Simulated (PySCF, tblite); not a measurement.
# C5H2F4NO radical: geometry, infrared bands and EPR parameters

Aim: predict the infrared bands and EPR parameters of C5H2F4NO radical (`N#C[C]([C@@H]1O[C@H]1F)C(F)(F)F`).

Computed with tblite 0.8.0 and PySCF 2.14.0, with density-fitted response routines of our own, on a single molecule in the gas phase. Atoms count from 0, in the outputs and in this text.

## 1. The molecule as given

13 atoms, charge 0, multiplicity 2; geometry from: force field or distance geometry start.

Bonds of the start (Å): N0–C1 1.15, C1–C2 1.42, C2–C3 1.44, C3–O4 1.44, O4–C5 1.43, C5–F6 1.38, C2–C7 1.47, C7–F8 1.36, C7–F9 1.36, C7–F10 1.36, C5–C3 1.50, C3–H11 1.10, C5–H12 1.07.

## 2. Optimising the geometry with GFN2-xTB

The job: settings as JSON, then the geometry in Å.

```
{"job": {"kind": "relax", "xc": "GFN2-xTB", "basis": "xTB"}, "charge": 0, "multiplicity": 2}
N     -1.672600     2.723800    -0.280600
C     -1.177500     1.694600    -0.190200
C     -0.550200     0.424500    -0.047100
C      0.459000     0.254600     0.967500
O      1.636500     1.070700     1.057800
C      1.817300    -0.263600     0.587300
F      2.429800    -1.149500     1.452300
C     -1.133300    -0.737900    -0.723200
F     -1.924000    -1.462300     0.110800
F     -1.894400    -0.421100    -1.802800
F     -0.174400    -1.588800    -1.169100
H      0.065000    -0.110000     1.928000
H      2.114500    -0.434500    -0.422900
```

The run is started by

```console
> OMP_NUM_THREADS=1 python probes_run.py task.json out
```

The driver reads the jobs from task.json and runs them one after another.

**Question.** This job is followed by: GFN2-xTB harmonic vibrations, gas phase; UKS B3LYP, pcH-1 on C F H N O, non-relativistic, mean-field spin-orbit, GIAO. Predict these results of the whole session: strongest single infrared mode (GFN2-xTB); zero-point energy (GFN2-xTB); g(iso) (B3LYP); ⟨S²⟩; largest a(iso) (averaged by class); surface potential, 1st and 99th percentile.

The runs gave:

```
                                 quantity                  value
strongest single infrared mode (GFN2-xTB)  1088 cm⁻¹, 440 km/mol
             zero-point energy (GFN2-xTB)          41.1 kcal/mol
                           g(iso) (B3LYP)                2.00322
                                     ⟨S²⟩     0.764 (exact 0.75)
       largest a(iso) (averaged by class)    13C on C2, 67.0 MHz
    surface potential, 1st and 99th percentile     -1.21 V and 1.81 V
```

What this shows: The optimisation took 71 steps and gained 0.483 eV; among the close pairs (by a distance rule), O4–C5 changed most, from 1.426 to 1.353 Å. No mode is imaginary among the 33: a minimum at this level. The strongest single mode, at 1088 cm⁻¹, is spread over many atoms; the largest shares are those of C7, C5. GFN2-xTB is a fitted tight-binding method: band positions and strengths are rough. Its intensities can rank the bands wrongly. C2 carries the largest spin population, 0.74 e. The isotropic g lies 0.9 ppt above the free-electron value.
